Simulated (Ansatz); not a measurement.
# Ta: the cost of one run

Computed with Ansatz 0.2.0 (DFT PBE, scalar-relativistic, plane waves, PAW, unless a step's input says otherwise).

## Step 1: The structure to begin with

It takes space group Im-3m (No. 229, cubic). Conventional cell: a = 3.310 Å, b = 3.310 Å, c = 3.310 Å, α = 90.00°, β = 90.00°, γ = 90.00°. Ta (site symmetry m-3m) has 8 Ta at 2.87 Å as nearest neighbours.

As a file:

```cif
data_structure
_symmetry_space_group_name_H-M 'P 1'
_symmetry_Int_Tables_number 1
_cell_length_a 2.8665
_cell_length_b 2.8665
_cell_length_c 2.8665
_cell_angle_alpha 109.471
_cell_angle_beta 109.471
_cell_angle_gamma 109.471
_cell_volume 18.13
loop_
_atom_site_label
_atom_site_type_symbol
_atom_site_fract_x
_atom_site_fract_y
_atom_site_fract_z
_atom_site_occupancy
Ta1 Ta 0.00000 0.00000 0.00000 1
```

## Step 2: Relaxing cell and atoms: Ta, no spin

Contents of input.yaml:

```yaml
crystal:
  lattice:
    - [-1.655, 1.655, 1.655]
    - [1.655, -1.655, 1.655]
    - [1.655, 1.655, -1.655]
  atoms:
    - { symbol: Ta, position: [0.0, 0.0, 0.0] }
scf:
  occupations: { method: gaussian, width: 0.1 }
output:
  forces: true
  stress: true
  eigenvalues: true
hamiltonian:
  xc: pbe
kpoints:
  mp_grid: { grid: [8, 8, 8] }
relax:
  f_tol: 0.005
  max_steps: 60
  cell: { stress_tol: 0.02 }
```

The run is started by

```bash
> ansatz run input.yaml --threads 2 --pin off --max-ram 8192MiB --backend cpu --events-out ev --progress --plain --runs-dir out
```

Q: Estimate wall time and peak memory on 2 threads of Arm Neoverse V1, shared host.

About 1.3 s, with a peak of 0.26 GiB.
